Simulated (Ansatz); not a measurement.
# CHAs (singlet): density functionals in def2-QZVPP

What do functionals of several rungs give for CHAs (singlet)?

Method: def2-QZVPP, all electrons in the functionals, frozen cores in the correlation of double hybrids and RPA; program: Ansatz 0.2.0, Gaussian basis.

To be run: PBE, BLYP, r2SCAN, B97M-V, PBE0, B3LYP, wB97M-V, B2PLYP.

2 further runs of the same task are left out: 2 set aside as unsound or not needed.

### 1 What is computed

The geometry is a PBE0/def2-TZVP stationary point (not a proven minimum). No spin-orbit coupling is included. The filled d shell of As may be among the frozen orbitals whatever the setting's name suggests; the logs give the count.

3 atoms, charge 0, spin multiplicity 1.

Atoms are counted from 1 here; the program's logs count them from 0.

Bond lengths: C1–As2 1.641 Å, C1–H3 1.076 Å. Angles: As2–C1–H3 180.0°.

No dispersion term is added; B97M-V, wB97M-V hold VV10 nonlocal correlation. B3LYP takes the VWN-RPA correlation.

### 2 PBE (unrestricted)

The input, in.yaml:

```yaml
crystal:
  periodic: [false, false, false]
  atoms:
    - {symbol: C, position_ang: [0.000000, 0.000000, 0.188467]}
    - {symbol: As, position_ang: [0.000000, 0.000000, -1.452733]}
    - {symbol: H, position_ang: [0.000000, 0.000000, 1.264267]}
basis:
  gaussian: {orbitals: "def2-QZVPP.json"}
magnetization: {spin_polarized: true, initial_magnetization: 0}
hamiltonian: {xc: {name: PBE}}
output: {orbitals: {seedname: orbitals}}
```

The run is started by

```
$ ansatz run in.yaml --threads 1 --pin off --events-out ev --progress --plain --max-ram 2393MiB
```

The log of the run:

```text
Functional definition: PBE
  name "PBE"
  cite "Perdew, Burke & Ernzerhof, Phys. Rev. Lett. 77, 3865 (1996) doi:10.1103/PhysRevLett.77.3865"
  parent pbe
  parameter kappa = 0.804
  parameter beta = 0.06672455060314922
  exchange = pbe_x(kappa = kappa, mu = beta*pi^2/3)
  correlation = pbe_c(beta = beta)
720 factors; their error is unknown
mean field evaluation 1: about -61865.5819 eV, gradient 6.2e1 eV
mean field evaluation 2: about -61796.7276 eV, gradient 1.1e2 eV
mean field evaluation 4: about -61882.9168 eV, gradient 1.5e1 eV
mean field evaluation 8: about -61883.9793 eV, gradient 2.3e-1 eV
mean field evaluation 16: about -61883.9738 eV, gradient 3.7e-5 eV
mean field -61883.97376336 eV, -2274.1940893395 hartree, gradient 3.7e-5 eV, S^2 0.000000; 0 other end points of the search recorded, 0 dependent functions left out
reference -61883.97379429 eV, -2274.1940904761 hartree; 20, 20 occupied and 156, 156 virtual orbitals, 720 factors
Total energy: -61883.97379429 eV, -2274.1940904761 hartree
```

Wall time 3.9 s (1 thread of Arm Neoverse V1, shared host).

From the report: ⟨S²⟩ of the determinant 0.000 (pure singlet: 0.00).

### 3 BLYP (unrestricted)

Edit in.yaml of step 2 so:

```diff
@@ -9,3 +9,2 @@
 magnetization: {spin_polarized: true, initial_magnetization: 0}
-hamiltonian: {xc: {name: PBE}}
-output: {orbitals: {seedname: orbitals}}
+hamiltonian: {xc: {name: BLYP}}
```

Same command.

The log of the run:

```text
Functional definition: BLYP
  name "BLYP"
  cite "Becke, Phys. Rev. A 38, 3098 (1988) doi:10.1103/PhysRevA.38.3098"
  cite "Lee, Yang & Parr, Phys. Rev. B 37, 785 (1988) doi:10.1103/PhysRevB.37.785"
  parameter beta = 0.0042
  parameter a = 0.04918
  parameter b = 0.132
  parameter c = 0.2533
  parameter d = 0.349
  exchange = b88_x(beta = beta)
  correlation = lyp_c(a = a, b = b, c = c, d = d)
720 factors; their error is unknown
mean field evaluation 1: about -61875.5754 eV, gradient 6.6e1 eV
mean field evaluation 2: about -61800.7334 eV, gradient 1.1e2 eV
mean field evaluation 4: about -61894.6508 eV, gradient 1.5e1 eV
mean field evaluation 8: about -61895.6883 eV, gradient 2.6e-1 eV
mean field evaluation 16: about -61895.6827 eV, gradient 4.4e-5 eV
mean field -61895.68266521 eV, -2274.6243835460 hartree, gradient 4.4e-5 eV, S^2 0.000000; 0 other end points of the search recorded, 0 dependent functions left out
reference -61895.68291396 eV, -2274.6243926874 hartree; 20, 20 occupied and 156, 156 virtual orbitals, 720 factors
Total energy: -61895.68291396 eV, -2274.6243926874 hartree
```

Wall time 4.8 s (1 thread of Arm Neoverse V1, shared host).

From the report: ⟨S²⟩ of the determinant 0.000 (pure singlet: 0.00).

### 4 r2SCAN (unrestricted)

Edit in.yaml of step 3 so:

```diff
@@ -9,2 +9,2 @@
 magnetization: {spin_polarized: true, initial_magnetization: 0}
-hamiltonian: {xc: {name: BLYP}}
+hamiltonian: {xc: {name: r2SCAN}}
```

The command is unchanged.

The log of the run:

```text
Functional definition: r2SCAN
  name "r2SCAN"
  cite "Furness, Kaplan, Ning, Perdew & Sun, J. Phys. Chem. Lett. 11, 8208 (2020) doi:10.1021/acs.jpclett.0c02405"
  cite "Furness, Kaplan, Ning, Perdew & Sun, J. Phys. Chem. Lett. 11, 9248 (2020) doi:10.1021/acs.jpclett.0c03077"
  parent r2scan
  parameter k0 = 0.174
  parameter k1 = 0.065
  parameter a1 = 4.9479
  exchange = r2scan_x(k0 = k0, k1 = k1, a1 = a1)
  correlation = r2scan_c
720 factors; their error is unknown
mean field evaluation 1: about -61879.0853 eV, gradient 5.4e1 eV
mean field evaluation 2: about -61826.1989 eV, gradient 9.8e1 eV
mean field evaluation 4: about -61892.9222 eV, gradient 9.9e0 eV
mean field evaluation 8: about -61893.4086 eV, gradient 7.1e-2 eV
mean field evaluation 16: about -61893.4034 eV, gradient 1.4e-5 eV
mean field -61893.40340959 eV, -2274.5406224466 hartree, gradient 1.4e-5 eV, S^2 0.000000; 1 other end points of the search recorded, 0 dependent functions left out
reference -61893.40342206 eV, -2274.5406229051 hartree; 20, 20 occupied and 156, 156 virtual orbitals, 720 factors
Total energy: -61893.40342206 eV, -2274.5406229051 hartree
```

Run time: 11 s. Hardware: 1 thread of Arm Neoverse V1, shared host.

From the report: ⟨S²⟩ of the determinant 0.000 (pure singlet: 0.00).

### 5 B97M-V (unrestricted)

Edit in.yaml of step 4 so:

```diff
@@ -9,2 +9,2 @@
 magnetization: {spin_polarized: true, initial_magnetization: 0}
-hamiltonian: {xc: {name: r2SCAN}}
+hamiltonian: {xc: {name: B97M-V}}
```

Launched as before.

The log of the run, cut to the lines that bear on the results:

```text
Functional definition: B97M-V
  name "B97M-V"
  cite "Mardirossian & Head-Gordon, J. Chem. Phys. 142, 074111 (2015) doi:10.1063/1.4907719"
  cite "Becke, J. Chem. Phys. 107, 8554 (1997) doi:10.1063/1.475007"
  cite "Vydrov & Van Voorhis, J. Chem. Phys. 133, 244103 (2010) doi:10.1063/1.3521275"
  # Of w^i u^j: cxij and so on, Table III.
[...]
  gx(w, u) = cx00 + cx01*u + cx02*u^2 + (cx10 + cx11*u)*w
  gss(w, u) = css00 + css02*u^2 + css10*w + (css32*w^3 + css42*w^4)*u^2
  gos(w, u) = cos00 + cos01*u + cos03*u^3 + cos10*w + cos32*w^3*u^2
[...]
      + integral(e_c_pw_mod_opposite_spin*gos(b97_w_opposite, b97_u_opposite)) + vv10(b, c)
720 factors; their error is unknown
[...]
mean field -61882.97794574 eV, -2274.1574937168 hartree, gradient 1.7e-5 eV, S^2 0.000000; 1 other end points of the search recorded, 0 dependent functions left out
reference -61882.97799024 eV, -2274.1574953523 hartree; 20, 20 occupied and 156, 156 virtual orbitals, 720 factors
Total energy: -61882.97799024 eV, -2274.1574953523 hartree
```

It took 39 s on 1 thread of Arm Neoverse V1, shared host; peak memory 0.32 GiB.

From the report: ⟨S²⟩ of the determinant 0.000 (pure singlet: 0.00).

### 6 PBE0 (unrestricted)

Edit in.yaml of step 5 so:

```diff
@@ -9,2 +9,3 @@
 magnetization: {spin_polarized: true, initial_magnetization: 0}
-hamiltonian: {xc: {name: B97M-V}}
+hamiltonian: {xc: {name: PBE0}}
+output: {orbitals: {seedname: orbitals}}
```

The command is unchanged.

The log of the run:

```text
Functional definition: PBE0
  name "PBE0"
  cite "Adamo & Barone, J. Chem. Phys. 110, 6158 (1999) doi:10.1063/1.478522"
  cite "Perdew, Burke & Ernzerhof, Phys. Rev. Lett. 77, 3865 (1996) doi:10.1103/PhysRevLett.77.3865"
  parent pbe
  parameter a = 0.25
  parameter kappa = 0.804
  parameter beta = 0.06672455060314922
  exchange = (1 - a)*pbe_x(kappa = kappa, mu = beta*pi^2/3) + a*exact_x
  correlation = pbe_c(beta = beta)
789 factors; their error is unknown
mean field evaluation 1: about -61874.7022 eV, gradient 4.8e1 eV
mean field evaluation 2: about -61838.2958 eV, gradient 8.4e1 eV
mean field evaluation 4: about -61885.2353 eV, gradient 5.6e0 eV
mean field evaluation 8: about -61885.3627 eV, gradient 8.6e-2 eV
mean field evaluation 16: about -61885.5023 eV, gradient 1.8e-6 eV
mean field -61885.50231040 eV, -2274.2502624070 hartree, gradient 2.2e-6 eV, S^2 0.000000; 1 other end points of the search recorded, 0 dependent functions left out
reference -61885.50233341 eV, -2274.2502632527 hartree; 20, 20 occupied and 156, 156 virtual orbitals, 789 factors
Total energy: -61885.50233341 eV, -2274.2502632527 hartree
```

Run time: 7.5 s. Hardware: 1 thread of Arm Neoverse V1, shared host; peak memory 0.33 GiB.

From the report: ⟨S²⟩ of the determinant 0.000 (pure singlet: 0.00).

### 7 B3LYP (unrestricted)

Edit in.yaml of step 6 so:

```diff
@@ -9,3 +9,2 @@
 magnetization: {spin_polarized: true, initial_magnetization: 0}
-hamiltonian: {xc: {name: PBE0}}
-output: {orbitals: {seedname: orbitals}}
+hamiltonian: {xc: {name: B3LYP}}
```

Same command.

The log of the run, cut to the lines that bear on the results:

```text
Functional definition: B3LYP
  name "B3LYP"
  cite "Stephens, Devlin, Chabalowski & Frisch, J. Phys. Chem. 98, 11623 (1994) doi:10.1021/j100096a001"
  cite "Becke, Phys. Rev. A 38, 3098 (1988) doi:10.1103/PhysRevA.38.3098"
  cite "Lee, Yang & Parr, Phys. Rev. B 37, 785 (1988) doi:10.1103/PhysRevB.37.785"
  cite "Vosko, Wilk & Nusair, Can. J. Phys. 58, 1200 (1980) doi:10.1139/p80-159"
[...]
762 factors; their error is unknown
[...]
mean field -61895.60546086 eV, -2274.6215463384 hartree, gradient 9.6e-6 eV, S^2 0.000000; 1 other end points of the search recorded, 0 dependent functions left out
reference -61895.60564612 eV, -2274.6215531466 hartree; 20, 20 occupied and 156, 156 virtual orbitals, 762 factors
Total energy: -61895.60564612 eV, -2274.6215531466 hartree
```

Run time: 7 s. Hardware: 1 thread of Arm Neoverse V1, shared host; peak memory 0.33 GiB.

From the report: ⟨S²⟩ of the determinant 0.000 (pure singlet: 0.00).

### 8 wB97M-V (unrestricted)

Edit in.yaml of step 7 so:

```diff
@@ -9,2 +9,3 @@
 magnetization: {spin_polarized: true, initial_magnetization: 0}
-hamiltonian: {xc: {name: B3LYP}}
+hamiltonian: {xc: {name: wB97M-V}}
+output: {orbitals: {seedname: orbitals}}
```

The command is unchanged.

The log of the run, cut to the lines that bear on the results:

```text
Functional definition: wB97M-V
  name "wB97M-V"
  cite "Mardirossian & Head-Gordon, J. Chem. Phys. 144, 214110 (2016) doi:10.1063/1.4952647"
  cite "Becke, J. Chem. Phys. 107, 8554 (1997) doi:10.1063/1.475007"
  cite "Vydrov & Van Voorhis, J. Chem. Phys. 133, 244103 (2010) doi:10.1063/1.3521275"
  # Of w^i u^j: cxij and so on, Table III.
[...]
  gx(w, u) = 1 - cx + cx01*u + cx10*w
  gss(w, u) = css00 + css04*u^4 + css10*w + css20*w^2 + css43*w^4*u^3
  gos(w, u) = cos00 + cos10*w + (cos20 + cos21*u)*w^2 + (cos60 + cos61*u)*w^6
[...]
      + integral(e_c_pw_mod_opposite_spin*gos(b97_w_opposite, b97_u_opposite)) + vv10(b, c)
752 factors; their error is unknown
144 factors; integrals over basis functions are off by at most 4.0e-5 eV
[...]
mean field -61890.44617170 eV, -2274.4319459589 hartree, gradient 7.5e-6 eV, S^2 0.000000; 1 other end points of the search recorded, 0 dependent functions left out
reference -61890.44620786 eV, -2274.4319472877 hartree; 20, 20 occupied and 156, 156 virtual orbitals, 752 factors
Total energy: -61890.44620786 eV, -2274.4319472877 hartree
```

Wall time 23 s (1 thread of Arm Neoverse V1, shared host); peak memory 0.46 GiB.

From the report: ⟨S²⟩ of the determinant 0.000 (pure singlet: 0.00).

### 9 B2PLYP (unrestricted)

Edit in.yaml of step 8 so:

```diff
@@ -9,3 +9,3 @@
 magnetization: {spin_polarized: true, initial_magnetization: 0}
-hamiltonian: {xc: {name: wB97M-V}}
-output: {orbitals: {seedname: orbitals}}
+hamiltonian: {xc: {name: B2PLYP}}
+correlation: {electrons: outside_noble_gas}
```

The command is unchanged.

The log of the run, cut to the lines that bear on the results:

```text
Functional definition: B2PLYP
  name "B2PLYP"
  cite "Grimme, J. Chem. Phys. 124, 034108 (2006) doi:10.1063/1.2148954"
  cite "Becke, Phys. Rev. A 38, 3098 (1988) doi:10.1103/PhysRevA.38.3098"
  cite "Lee, Yang & Parr, Phys. Rev. B 37, 785 (1988) doi:10.1103/PhysRevB.37.785"
[...]
1110 factors; integrals over basis functions are off by at most 1.3e-3 eV
[...]
mean field -61879.56692633 eV, -2274.0321410655 hartree, gradient 6.3e-6 eV, S^2 0.000000; 6 other end points of the search recorded, 0 dependent functions left out
15 core orbitals not correlated: weight in the atoms' cores, before any rotation towards them, 0.999 or more for the frozen orbitals, at most 0.001 for the correlated occupied ones
reference -61879.56704289 eV, -2274.0321453491 hartree; 5, 5 occupied and 156, 156 virtual orbitals, 1110 factors
second order -10.87932518 eV of doubles, -0.00000000 eV of singles
Total energy: -61882.50446069 eV, -2274.1400934622 hartree
```

It took 29 s on 1 thread of Arm Neoverse V1, shared host; peak memory 0.44 GiB.

From the report: ⟨S²⟩ of the determinant 0.000 (pure singlet: 0.00).

### 10 Side by side

| functional | energy (eV) | ⟨S²⟩ | time |
| --- | --- | --- | --- |
| PBE | -61883.9738 | 0.000 | 3.9 s |
| BLYP | -61895.6829 | 0.000 | 4.8 s |
| r2SCAN | -61893.4034 | 0.000 | 11 s |
| B97M-V | -61882.9780 | 0.000 | 39 s |
| PBE0 | -61885.5023 | 0.000 | 7.5 s |
| B3LYP | -61895.6056 | 0.000 | 7 s |
| wB97M-V | -61890.4462 | 0.000 | 23 s |
| B2PLYP | -61882.5045 | 0.000 | 29 s |

Orbital levels of the runs that wrote orbitals: PBE HOMO -6.70, LUMO -2.44 eV; PBE0 HOMO -7.74, LUMO -1.60 eV; wB97M-V HOMO -9.85, LUMO 0.41 eV.

### 11 Outcome

| quantity | value |
| --- | --- |
| spread of total energies | 13.2 eV |
| quickest, slowest | PBE 3.9 s, B97M-V 39 s |

**Reading.** Total energies of different functionals can't be ranked; only differences within one functional count.
